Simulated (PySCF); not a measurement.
# C₄H₇FSi: geometry, spin-spin couplings

Aim: predict the spin-spin couplings of C₄H₇FSi (`F[C@H]1CC=C[SiH2]1`).

The runs use PySCF 2.14.0, with density-fitted response routines of our own; the level of theory stands in each step. All values are computed, except where a source is named. Atoms are numbered from 0 throughout.

### Step 1. Starting geometry

13 atoms, charge 0, multiplicity 1; geometry from: GFN2-xTB. The atoms were then displaced at random by about 0.01 Å, so the start is not that level's minimum.

Bonds of the start (Å): F0–C1 1.41, C1–C2 1.53, C2–C3 1.46, C3–C4 1.37, C4–Si5 1.87, Si5–C1 1.93, C1–H6 1.10, C2–H7 1.12, C2–H8 1.13, C3–H9 1.07, C4–H10 1.08, Si5–H11 1.47, Si5–H12 1.47.

### Step 2. Relaxing the molecule at PBE0-D3(BJ)/def2-SVP

What the job is given:

```
{"job": {"xc": "PBE0", "basis": "def2-SVP", "d3": "d3bj", "grid": 1, "shake": 0.01, "kind": "geom"}, "charge": 0, "multiplicity": 1}
F      1.097310    -1.741830    -0.945300
C      0.621100    -1.016410     0.163690
C      1.180420     0.406610     0.112200
C      0.155700     1.398070    -0.204460
C     -1.143880     0.976950    -0.262230
Si    -1.298990    -0.848800     0.086790
H      1.028090    -1.573650     1.019400
H      2.007390     0.461290    -0.637690
H      1.652880     0.675390     1.100250
H      0.422820     2.418530    -0.361440
H     -1.955500     1.661610    -0.466090
H     -1.898140    -1.176840     1.389340
H     -1.863360    -1.657810    -1.004790
```

The run is started by

```
> OMP_NUM_THREADS=1 python probes_run.py task.json out
```

This one command runs all jobs of the session in turn.

The program printed:

```text
step   0  E = -545.25800381  max force = 0.052066
step   1  E = -545.26156520  max force = 0.010652
step   2  E = -545.26279681  max force = 0.004194
step   3  E = -545.26304295  max force = 0.003252
step   4  E = -545.26318799  max force = 0.001666
step   5  E = -545.26325559  max force = 0.000912
step   6  E = -545.26332765  max force = 0.000867
step   7  E = -545.26335832  max force = 0.001184
step   8  E = -545.26346338  max force = 0.001598
step   9  E = -545.26356030  max force = 0.002381
step  10  E = -545.26367891  max force = 0.001556
step  11  E = -545.26383787  max force = 0.001374
step  12  E = -545.26384956  max force = 0.000848
step  13  E = -545.26385482  max force = 0.000237
optimisation converged
```

Wall time 2 min (1 thread of Arm Neoverse N1, shared host); peak memory 0.49 GiB.

The steps of the relaxation:

```csv
step,energy from step 0 (eV),largest force component (eV/Å)
0,0.0000,2.6773
1,-0.0969,0.5477
2,-0.1304,0.2157
3,-0.1371,0.1672
4,-0.1411,0.0857
5,-0.1429,0.0469
6,-0.1449,0.0446
7,-0.1457,0.0609
8,-0.1486,0.0822
9,-0.1512,0.1224
10,-0.1544,0.0800
11,-0.1588,0.0707
12,-0.1591,0.0436
13,-0.1592,0.0122
```

Distances of close pairs at the start and the end, largest changes first:

```csv
bond,before (Å),after (Å),change (Å)
C2–C3,1.461,1.507,+0.047
C3–H9,1.066,1.098,+0.031
Si5–H11,1.471,1.498,+0.027
C3–C4,1.367,1.344,-0.023
C2–H8,1.128,1.105,-0.022
Si5–H12,1.471,1.492,+0.021
F0–C1,1.408,1.392,-0.016
C2–H7,1.118,1.103,-0.014
```

The end geometry stands in the next job.

```csv
at the end point,value
point group (found at 0.08 Å tolerance),C1
"rotational constants (GHz, main isotopes)","3.819, 3.086, 2.054"
dipole moment (D),1.83
```

### Step 3. Indirect couplings: B3LYP/cc-pVTZ

What the job is given:

```
{"job": {"kind": "j", "xc": "B3LYP", "basis": "cc-pVTZ"}, "charge": 0, "multiplicity": 1}
F      0.609786    -1.811480    -1.062064
C      0.623397    -1.060570     0.109944
C      1.211629     0.318616    -0.193460
C      0.113465     1.302299    -0.506751
C     -1.155964     0.995306    -0.189738
Si    -1.200124    -0.696532     0.593850
H      1.230627    -1.607069     0.849395
H      1.930091     0.223269    -1.025394
H      1.794735     0.687052     0.670417
H      0.389674     2.265421    -0.954868
H     -1.971588     1.699584    -0.372576
H     -1.419409    -0.651976     2.074987
H     -2.151085    -1.680164    -0.001004
```

Method: B3LYP/cc-pVTZ indirect spin-spin coupling, non-relativistic, gas phase.

The program printed:

```text
coarse grid: 11400 points
cycle   1  E = -546.0011046878  dE =  5.555e-01  |g| = 5.910e-01  |ddm| = 7.298e+00
cycle   2  E = -545.9322652103  dE =  6.884e-02  |g| = 8.744e-01  |ddm| = 2.104e+00
cycle   3  E = -546.0678639755  dE = -1.356e-01  |g| = 8.612e-02  |ddm| = 1.242e+00
cycle   4  E = -546.0687498921  dE = -8.859e-04  |g| = 4.711e-02  |ddm| = 1.734e-01
cycle   5  E = -546.0692584777  dE = -5.086e-04  |g| = 1.024e-02  |ddm| = 7.698e-02
cycle   6  E = -546.0692772656  dE = -1.879e-05  |g| = 5.555e-03  |ddm| = 2.015e-02
cycle   7  E = -546.0692845831  dE = -7.318e-06  |g| = 6.395e-04  |ddm| = 7.835e-03
final grid: 105968 points
cycle   8  E = -546.0709746220  dE = -5.075e-05  |g| = 7.100e-03  |ddm| = 8.345e-02
cycle   9  E = -546.0709617396  dE =  1.288e-05  |g| = 1.099e-02  |ddm| = 2.481e-02
cycle  10  E = -546.0709845824  dE = -2.284e-05  |g| = 7.829e-04  |ddm| = 1.404e-02
cycle  11  E = -546.0709846657  dE = -8.335e-08  |g| = 3.383e-04  |ddm| = 1.586e-03
cycle  12  E = -546.0709846907  dE = -2.494e-08  |g| = 4.474e-05  |ddm| = 5.633e-04
cycle  13  E = -546.0709846912  dE = -4.826e-10  |g| = 7.833e-06  |ddm| = 7.951e-05
converged SCF energy = -546.0709846912

Indirect spin-spin couplings (Hz)
  i      j    bonds     total        FC       PSO       DSO        SD
  0 F    1 C    1   -227.869  -286.862    35.299     0.899    22.794
  0 F    2 C    2     15.337    14.951    -0.536     0.041     0.881
  0 F    3 C    3     -2.166    -1.391    -0.271    -0.067    -0.437
  0 F    4 C    3     -0.785    -0.573     0.126    -0.103    -0.235
  0 F    5 Si   2    -26.835   -32.082     5.429     0.005    -0.187
  0 F    6 H    2     48.185    40.264    11.787    -0.858    -3.009
  0 F    7 H    3     31.981    31.739     0.436     0.604    -0.798
  0 F    8 H    3     25.393    26.650     0.670    -1.686    -0.241
  0 F    9 H    4      0.158     0.286     0.984    -1.057    -0.056
  0 F   10 H    4     -0.334     0.163     0.792    -1.141    -0.148
  0 F   11 H    3     21.808    23.322     0.114    -1.570    -0.058
  0 F   12 H    3     10.741    10.879    -0.118     0.300    -0.320
  1 C    2 C    1     26.801    27.499    -0.984     0.286         -
  1 C    3 C    2      2.889     2.976    -0.141     0.054         -
  1 C    4 C    2      7.234     7.379    -0.181     0.036         -
  1 C    5 Si   1    -54.438   -53.691     1.182    -0.130    -1.798
  1 C    6 H    1    145.008   143.888    -0.078     1.197         -
  1 C    7 H    2     -4.969    -5.053     0.038     0.046         -
  1 C    8 H    2      2.706     2.718    -0.075     0.064         -
  1 C    9 H    3      6.540     6.635     0.270    -0.364         -
  1 C   10 H    3      3.929     4.091     0.212    -0.374         -
  1 C   11 H    2     12.289    12.501    -0.117    -0.095         -
  1 C   12 H    2      1.030     1.234    -0.066    -0.138         -
  2 C    3 C    1     34.246    35.434    -1.425     0.237         -
  2 C    4 C    2      3.351     3.731    -0.377    -0.003         -
  2 C    5 Si   2     -9.251    -9.461     0.205    -0.014     0.019
  2 C    6 H    2      0.176     0.313    -0.092    -0.044         -
  2 C    7 H    1    119.563   117.626     0.983     0.953         -
  2 C    8 H    1    113.398   111.269     1.200     0.928         -
  2 C    9 H    2      7.327     7.508     0.023    -0.204         -
  2 C   10 H    3     11.302    11.455     0.299    -0.452         -
  2 C   11 H    3      0.207     0.337     0.054    -0.184         -
  2 C   12 H    3      2.434     2.671     0.145    -0.383         -
  3 C    4 C    1     76.717    85.997    -9.478     0.197         -
  3 C    5 Si   2    -11.081   -11.315     0.247    -0.001    -0.012
  3 C    6 H    3      8.156     8.314     0.219    -0.376         -
  3 C    7 H    2     -3.675    -3.542    -0.062    -0.072         -
  3 C    8 H    2     -4.540    -4.572     0.074    -0.042         -
  3 C    9 H    1    150.827   149.800     0.220     0.807         -
  3 C   10 H    2     -1.329     0.506    -1.427    -0.407         -
  3 C   11 H    3      2.552     2.787     0.037    -0.272         -
  3 C   12 H    3      4.781     5.063     0.097    -0.378         -
  4 C    5 Si   1    -56.652   -58.051     2.386    -0.102    -0.885
  4 C    6 H    3      2.891     3.125     0.155    -0.390         -
  4 C    7 H    3      5.523     5.695     0.225    -0.396         -
  4 C    8 H    3      3.063     3.226     0.105    -0.268         -
  4 C    9 H    2      1.057     2.645    -1.157    -0.431         -
  4 C   10 H    1    154.289   152.996     0.502     0.791         -
  4 C   11 H    2      4.732     4.973    -0.045    -0.196         -
  4 C   12 H    2      6.383     6.667    -0.051    -0.232         -
  5 Si   6 H    2     -5.094    -5.033     0.056     0.100    -0.217
  5 Si   7 H    3     -5.569    -5.631    -0.259     0.290     0.032
  5 Si   8 H    3      1.562     1.427    -0.050     0.123     0.062
  5 Si   9 H    3    -15.110   -15.273    -0.243     0.333     0.072
  5 Si  10 H    2    -13.505   -13.545     0.039     0.228    -0.227
  5 Si  11 H    1   -145.828  -146.485     0.847    -0.264     0.074
  5 Si  12 H    1   -166.028  -166.747     0.972    -0.272     0.019
  6 H    7 H    3      0.543     0.587     1.004    -1.047         -
  6 H    8 H    3      5.509     5.221    -0.303     0.591         -
  6 H    9 H    4      0.476     0.758     1.488    -1.770         -
  6 H   11 H    3      0.044     0.068    -0.064     0.040         -
  6 H   12 H    3     -0.693    -0.136     0.752    -1.309         -
  7 H    8 H    2    -18.267   -18.414     1.900    -1.752         -
  7 H    9 H    3      3.703     3.623     0.368    -0.288         -
  7 H   10 H    4     -1.861    -1.582     1.406    -1.685         -
  7 H   11 H    4      1.052     1.542     1.131    -1.621         -
  7 H   12 H    4      0.161     0.613     0.979    -1.431         -
  8 H    9 H    3      2.366     2.375     0.833    -0.842         -
  8 H   10 H    4     -3.649    -3.375     1.316    -1.590         -
  8 H   11 H    4      1.067     1.159     0.084    -0.176         -
  8 H   12 H    4      0.395     1.126     1.045    -1.776         -
  9 H   10 H    3      9.364     9.600     0.321    -0.557         -
  9 H   11 H    4     -1.504    -1.065     0.975    -1.415         -
  9 H   12 H    4     -0.252     0.282     1.026    -1.560         -
 10 H   11 H    3     -0.184     0.203     0.654    -1.041         -
 10 H   12 H    3     -0.720    -0.387     0.525    -0.858         -
 11 H   12 H    2      8.834     9.948     0.631    -1.745         -
```

It took 87 s on 1 thread of Arm Neoverse N1, shared host; peak memory 0.98 GiB.

This basis has no tight s functions, so the Fermi-contact terms are rough.

Couplings of 1 Hz or more over one to four bonds, nine at most for each number (isotopes 13C, 19F, 1H, 29Si):

```csv
pair,bonds,J (Hz),Fermi contact (Hz),dihedral (°)
F0–C1,1,-227.9,-286.9,–
Si5–H12,1,-166.0,-166.7,–
C4–H10,1,154.3,153.0,–
C3–H9,1,150.8,149.8,–
Si5–H11,1,-145.8,-146.5,–
C1–H6,1,145.0,143.9,–
C2–H7,1,119.6,117.6,–
C2–H8,1,113.4,111.3,–
C3–C4,1,76.7,86.0,–
F0–H6,2,48.2,40.3,–
F0–Si5,2,-26.8,-32.1,–
H7–H8,2,-18.3,-18.4,–
F0–C2,2,15.3,15.0,–
Si5–H10,2,-13.5,-13.5,–
C1–H11,2,12.3,12.5,–
C3–Si5,2,-11.1,-11.3,–
C2–Si5,2,-9.3,-9.5,–
H11–H12,2,8.8,9.9,–
F0–H7,3,32.0,31.7,-30
F0–H8,3,25.4,26.6,-145
F0–H11,3,21.8,23.3,146
Si5–H9,3,-15.1,-15.3,-178
C2–H10,3,11.3,11.5,178
F0–H12,3,10.7,10.9,23
H9–H10,3,9.4,9.6,0
C3–H6,3,8.2,8.3,-148
C1–H9,3,6.5,6.6,-167
H8–H10,4,-3.6,-3.4,–
H7–H10,4,-1.9,-1.6,–
H9–H11,4,-1.5,-1.1,–
H8–H11,4,1.1,1.2,–
H7–H11,4,1.1,1.5,–
```

The spin-dipole term was solved for some atoms only; pairs without it lack that part.

### Step 4. J couplings: B3LYP/6-31G*

Same as in step 3 but for these lines:

```diff
@@ -1,2 +1,2 @@
-{"job": {"kind": "j", "xc": "B3LYP", "basis": "cc-pVTZ"}, "charge": 0, "multiplicity": 1}
+{"job": {"kind": "j", "xc": "B3LYP", "basis": "6-31G*"}, "charge": 0, "multiplicity": 1}
 F      0.609786    -1.811480    -1.062064
```

Level: B3LYP/6-31G* indirect spin-spin coupling, non-relativistic, gas phase.

The program printed:

```text
coarse grid: 11400 points
cycle   1  E = -545.9063926107  dE =  5.787e-01  |g| = 5.860e-01  |ddm| = 3.288e+00
cycle   2  E = -545.8469976061  dE =  5.940e-02  |g| = 8.270e-01  |ddm| = 1.263e+00
cycle   3  E = -545.9767393180  dE = -1.297e-01  |g| = 7.789e-02  |ddm| = 7.703e-01
cycle   4  E = -545.9777094190  dE = -9.701e-04  |g| = 4.036e-02  |ddm| = 1.010e-01
cycle   5  E = -545.9781169734  dE = -4.076e-04  |g| = 9.938e-03  |ddm| = 4.680e-02
cycle   6  E = -545.9781370701  dE = -2.010e-05  |g| = 4.777e-03  |ddm| = 1.202e-02
cycle   7  E = -545.9781428755  dE = -5.805e-06  |g| = 3.327e-04  |ddm| = 4.332e-03
final grid: 105968 points
cycle   8  E = -545.9328616458  dE = -1.236e-05  |g| = 6.467e-03  |ddm| = 1.549e-02
cycle   9  E = -545.9328511693  dE =  1.048e-05  |g| = 9.754e-03  |ddm| = 1.376e-02
cycle  10  E = -545.9328711051  dE = -1.994e-05  |g| = 6.682e-04  |ddm| = 8.028e-03
cycle  11  E = -545.9328711995  dE = -9.438e-08  |g| = 2.045e-04  |ddm| = 8.027e-04
cycle  12  E = -545.9328712086  dE = -9.047e-09  |g| = 7.540e-05  |ddm| = 2.281e-04
cycle  13  E = -545.9328712099  dE = -1.301e-09  |g| = 2.310e-05  |ddm| = 8.149e-05
cycle  14  E = -545.9328712100  dE = -1.498e-10  |g| = 2.383e-06  |ddm| = 2.814e-05
converged SCF energy = -545.9328712100

Indirect spin-spin couplings (Hz)
  i      j    bonds     total        FC       PSO       DSO        SD
  0 F    1 C    1   -194.390  -247.193    33.117     0.993    18.692
  0 F    2 C    2     24.018    23.453    -0.282     0.059     0.788
  0 F    3 C    3     -1.570    -0.989    -0.174    -0.060    -0.348
  0 F    4 C    3     -0.981    -0.798     0.115    -0.097    -0.201
  0 F    5 Si   2    -30.688   -36.180     5.752    -0.005    -0.255
  0 F    6 H    2     51.367    44.670    10.098    -0.698    -2.702
  0 F    7 H    3     27.214    26.976     0.141     0.648    -0.551
  0 F    8 H    3     24.679    26.137     0.365    -1.624    -0.198
  0 F   10 H    4     -0.200     0.445     0.614    -1.115    -0.143
  0 F   11 H    3     20.029    21.439     0.125    -1.527    -0.009
  0 F   12 H    3     10.486    10.406    -0.031     0.325    -0.214
  1 C    2 C    1     49.136    49.619    -0.769     0.286         -
  1 C    3 C    2      2.014     2.060    -0.100     0.054         -
  1 C    4 C    2      6.387     6.485    -0.135     0.037         -
  1 C    5 Si   1    -70.598   -69.796     0.874    -0.130    -1.546
  1 C    6 H    1    159.895   158.923    -0.287     1.258         -
  1 C    7 H    2     -4.791    -4.888     0.040     0.057         -
  1 C    8 H    2      2.063     2.027    -0.037     0.072         -
  1 C    9 H    3      6.218     6.366     0.210    -0.359         -
  1 C   10 H    3      3.861     4.077     0.153    -0.369         -
  1 C   11 H    2     11.187    11.382    -0.105    -0.090         -
  1 C   12 H    2      0.664     0.877    -0.082    -0.131         -
  2 C    3 C    1     58.417    59.336    -1.159     0.240         -
  2 C    4 C    2      2.623     2.919    -0.292    -0.003         -
  2 C    5 Si   2     -7.313    -7.512     0.194    -0.014     0.018
  2 C    6 H    2      0.623     0.700    -0.044    -0.034         -
  2 C    7 H    1    150.493   148.827     0.650     1.017         -
  2 C    8 H    1    144.855   143.031     0.834     0.991         -
  2 C    9 H    2      6.918     7.084     0.027    -0.193         -
  2 C   10 H    3     10.292    10.520     0.218    -0.446         -
  2 C   11 H    3      0.140     0.287     0.032    -0.180         -
  2 C   12 H    3      1.981     2.258     0.101    -0.378         -
  3 C    4 C    1     79.235    87.457    -8.420     0.197         -
  3 C    5 Si   2     -6.212    -6.443     0.254    -0.000    -0.022
  3 C    6 H    3      7.917     8.121     0.167    -0.371         -
  3 C    7 H    2     -6.076    -5.938    -0.080    -0.057         -
  3 C    8 H    2     -8.529    -8.554     0.053    -0.028         -
  3 C    9 H    1    161.508   160.808    -0.195     0.895         -
  3 C   10 H    2     -4.757    -2.982    -1.378    -0.397         -
  3 C   11 H    3      5.688     5.954     0.004    -0.269         -
  3 C   12 H    3      6.393     6.723     0.045    -0.375         -
  4 C    5 Si   1    -69.679   -70.800     1.953    -0.102    -0.729
  4 C    6 H    3      2.553     2.837     0.101    -0.385         -
  4 C    7 H    3      8.312     8.552     0.153    -0.393         -
  4 C    8 H    3      8.866     9.068     0.063    -0.264         -
  4 C    9 H    2     -2.975    -1.377    -1.178    -0.420         -
  4 C   10 H    1    166.229   165.294     0.056     0.878         -
  4 C   11 H    2      2.492     2.740    -0.059    -0.189         -
  4 C   12 H    2      4.421     4.722    -0.077    -0.224         -
  5 Si   6 H    2     -3.078    -3.085     0.136     0.095    -0.225
  5 Si   7 H    3     -5.018    -5.172    -0.166     0.287     0.032
  5 Si   8 H    3      1.470     1.279     0.006     0.120     0.065
  5 Si   9 H    3    -13.656   -13.927    -0.129     0.330     0.071
  5 Si  10 H    2     -9.895   -10.044     0.172     0.222    -0.245
  5 Si  11 H    1   -169.915  -170.178     0.903    -0.295    -0.346
  5 Si  12 H    1   -190.359  -190.639     0.989    -0.304    -0.406
  6 H    7 H    3      0.066     0.516     0.553    -1.003         -
  6 H    8 H    3      5.421     5.235    -0.445     0.631         -
  6 H    9 H    4      0.291     0.949     1.087    -1.745         -
  6 H   10 H    4     -0.427     0.451     0.944    -1.822         -
  6 H   11 H    3      0.107     0.207    -0.166     0.065         -
  6 H   12 H    3     -1.091    -0.228     0.416    -1.279         -
  7 H    8 H    2    -21.713   -21.156     1.069    -1.625         -
  7 H    9 H    3      3.621     3.776     0.091    -0.245         -
  7 H   10 H    4     -2.518    -1.821     0.964    -1.662         -
  7 H   11 H    4      0.874     1.703     0.772    -1.600         -
  7 H   12 H    4     -0.219     0.544     0.652    -1.415         -
  8 H    9 H    3      2.351     2.715     0.434    -0.797         -
  8 H   10 H    4     -4.621    -3.940     0.886    -1.566         -
  8 H   11 H    4      1.135     1.320    -0.024    -0.161         -
  8 H   12 H    4      0.281     1.358     0.678    -1.755         -
  9 H   10 H    3     10.200    10.797    -0.084    -0.513         -
  9 H   11 H    4     -2.151    -1.396     0.640    -1.395         -
  9 H   12 H    4     -0.793     0.073     0.675    -1.540         -
 10 H   11 H    3     -0.244     0.410     0.358    -1.012         -
 10 H   12 H    3     -0.747    -0.184     0.266    -0.829         -
 11 H   12 H    2      9.144    10.720     0.090    -1.666         -
```

It took 21 s on 1 thread of Arm Neoverse N1, shared host; peak memory 0.6 GiB.

The basis is not made for couplings: without tight functions at the nuclei these values are rough.

In short: J(F0,C1) -194.4 Hz, J(Si5,H12) -190.4 Hz, J(Si5,H11) -169.9 Hz.

### Step 5. Side by side: spin-spin couplings

Couplings (Hz), with basis size and wall time:

```csv
run,F0–C1,Si5–H12,C4–H10,Si5–H11,C3–H9,C1–H6,C2–H7,functions,time
B3LYP/cc-pVTZ,-227.9,-166.0,154.3,-145.8,150.8,145.0,119.6,282,87 s
B3LYP/6-31G*,-194.4,-190.4,166.2,-169.9,161.5,159.9,150.5,102,21 s
```

### Step 6. Summary of results

| quantity | value |
| --- | --- |
| point group | C1 |
| rotational constants (main isotopes) | 3.82, 3.09, 2.05 GHz |
| largest coupling of the table (B3LYP/cc-pVTZ) | 1J(F,C) F0–C1, -227.9 Hz |
| range of J(F0,C1), mean over like pairs | -227.9 to -194.4 Hz |

In words: The start of the PBE0/def2-SVP relaxation was shaken at random by about 0.01 Å, so part of the energy gained, and of the first lengths quoted, undoes that. The optimisation took 13 steps and gained 0.159 eV; among the close pairs (by a distance rule), C2–C3 changed most, from 1.461 to 1.507 Å. No frequency check was run at this level, so the end point may be a saddle. Of the pairs tabulated at B3LYP/cc-pVTZ, F0–C1 couples most strongly (-227.9 Hz; Fermi contact -286.9 Hz). Couplings across rotatable bonds belong to this one conformer; where others are populated, the observed values are averages. The coupling F0–C1, as a mean over pairs of its kind, runs from -227.9 Hz (B3LYP/cc-pVTZ) to -194.4 Hz (B3LYP/6-31G*). Couplings from bases without tight functions are rough.
